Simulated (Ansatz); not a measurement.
# SrMo: the cost of one run

Computed with Ansatz 0.2.0 (DFT PBE, scalar-relativistic, plane waves, PAW, unless a step's input says otherwise).

2 further runs of the same task are left out: 2 that didn't finish.

### 1 The starting structure

It takes space group P4/mmm (No. 123, tetragonal). The conventional cell has a = 3.355 Å, b = 3.355 Å, c = 4.398 Å, α = 90.00°, β = 90.00°, γ = 90.00°. Sr (site symmetry 4/mmm) has 8 Mo at 3.24 Å and 4 Sr at 3.36 Å as nearest neighbours. Around Mo (site symmetry 4/mmm) lie 8 Sr at 3.24 Å and 4 Mo at 3.36 Å.

Coordinates:

```cif
data_structure
_symmetry_space_group_name_H-M 'P 1'
_symmetry_Int_Tables_number 1
_cell_length_a 3.3555
_cell_length_b 3.3555
_cell_length_c 4.3981
_cell_angle_alpha 90.000
_cell_angle_beta 90.000
_cell_angle_gamma 90.000
_cell_volume 49.52
loop_
_atom_site_label
_atom_site_type_symbol
_atom_site_fract_x
_atom_site_fract_y
_atom_site_fract_z
_atom_site_occupancy
Sr1 Sr 0.50000 0.50000 0.50000 1
Mo1 Mo 0.00000 0.00000 0.00000 1
```

This is candidate A: CuAu (L1_0) type (P4/mmm, No. 123).

(A quick probe on a coarse mesh, which set the mesh and smearing, is not shown.)

### 3 Relaxing cell and atoms (candidate A)

File input.yaml:

```yaml
crystal:
  lattice:
    - [3.3554761337, 0.0, 0.0]
    - [0.0, 3.3554761337, 0.0]
    - [0.0, 0.0, 4.3980705039]
  atoms:
    - { symbol: Sr, position: [0.5, 0.5, 0.5] }
    - { symbol: Mo, position: [0.0, 0.0, 0.0] }
basis:
  ecutwfc: 420
kpoints:
  mp_grid: { grid: [16, 16, 12] }
hamiltonian:
  xc: pbe
scf:
  occupations: { method: gaussian, width: 0.1 }
output:
  forces: true
  stress: true
  eigenvalues: true
relax:
  adjacent_minimum: "off"
  f_tol: 0.01
  max_steps: 80
  cell: { stress_tol: 0.05 }
```

Launch:

```sh
$ ansatz run input.yaml --threads 1 --pin off --max-ram 2560MiB --backend cpu --events-out ev --progress --plain --runs-dir out
```

**Question.** How long does this run take on 1 thread of Arm Neoverse V2, shared host, and how much memory does it need?

About 2.5 min, with a peak of 0.5 GiB.
